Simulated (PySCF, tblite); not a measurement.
**C₇H₆OSi− (doublet): geometry, infrared bands and EPR parameters**

Wanted: the infrared bands and EPR parameters of C₇H₆OSi− (doublet) (`[O-][CH]c1c2ccc-2c1[SiH3]`), by calculation.

Computed with tblite 0.8.0 and PySCF 2.14.0, with density-fitted response routines of our own, on a single molecule in the gas phase. Atoms are numbered from 0 throughout.

### 1 The molecule as given

15 atoms, charge -1, multiplicity 2; geometry from: force field or distance geometry start.

Bonds of the start (Å): O0–C1 1.26, C1–C2 1.55, C2–C3 1.35, C3–C4 1.46, C4–C5 1.34, C5–C6 1.38, C6–C7 1.32, C7–Si8 1.83, C7–C2 1.43, C6–C3 1.44, C1–H9 1.07, C4–H10 1.09, C5–H11 1.09, Si8–H12 1.48, Si8–H13 1.49, Si8–H14 1.49.

### 2 Relaxing the molecule with GFN2-xTB

What the job is given:

```
{"job": {"kind": "relax", "xc": "GFN2-xTB", "basis": "xTB"}, "charge": -1, "multiplicity": 2}
O      1.165000     2.547300    -1.236800
C      0.064000     1.991200    -1.505600
C     -0.281700     0.692900    -0.723700
C     -1.333300    -0.153800    -0.738300
C     -2.248500    -1.253800    -0.463300
C     -1.487700    -1.845000     0.474700
C     -0.570400    -0.830100     0.274200
C      0.450700     0.004000     0.287800
Si     2.054100     0.198600     1.155100
H     -0.640800     2.353200    -2.227700
H     -3.215900    -1.486100    -0.910800
H     -1.556500    -2.721500     1.110800
H      3.258700     0.042800     0.315300
H      2.152500     1.389800     2.044900
H      2.185300    -0.921400     2.121600
```

Run with:

```bash
$ OMP_NUM_THREADS=1 python probes_run.py task.json out
```

This one command runs all jobs of the session in turn.

**Question.** This job is followed by: GFN2-xTB harmonic vibrations, gas phase; UKS B3LYP, pcH-1 on C H O Si, non-relativistic, mean-field spin-orbit, GIAO. Predict these results of the whole session: strongest single infrared mode (GFN2-xTB); zero-point energy (GFN2-xTB); g(iso) (B3LYP); ⟨S²⟩; largest a(iso) (averaged by class).

As calculated:

```
                                 quantity                 value
strongest single infrared mode (GFN2-xTB)  813 cm⁻¹, 689 km/mol
             zero-point energy (GFN2-xTB)         57.0 kcal/mol
                           g(iso) (B3LYP)               2.00377
                                     ⟨S²⟩    0.766 (exact 0.75)
       largest a(iso) (averaged by class)   13C on C5, 42.1 MHz
```

**Reading.** Relaxing lowered the energy by 1.645 eV in 33 steps; the close pair that moved most is C1–C2, from 1.554 to 1.390 Å. No mode is imaginary among the 39: a minimum at this level. The strongest single mode, at 813 cm⁻¹, has its largest shares on H14, H13 and H12 (the list is cut at 3 atoms). Unscaled tight-binding wavenumbers are off by several per cent, some by more. Its intensities can rank the bands wrongly. C5 carries the largest spin population, 0.43 e. The isotropic g lies 1.5 ppt above the free-electron value. These values are for one conformer; the search (at its own cheap level) found 1 more, at 0.10 kcal/mol, and measured spectra average over such forms.
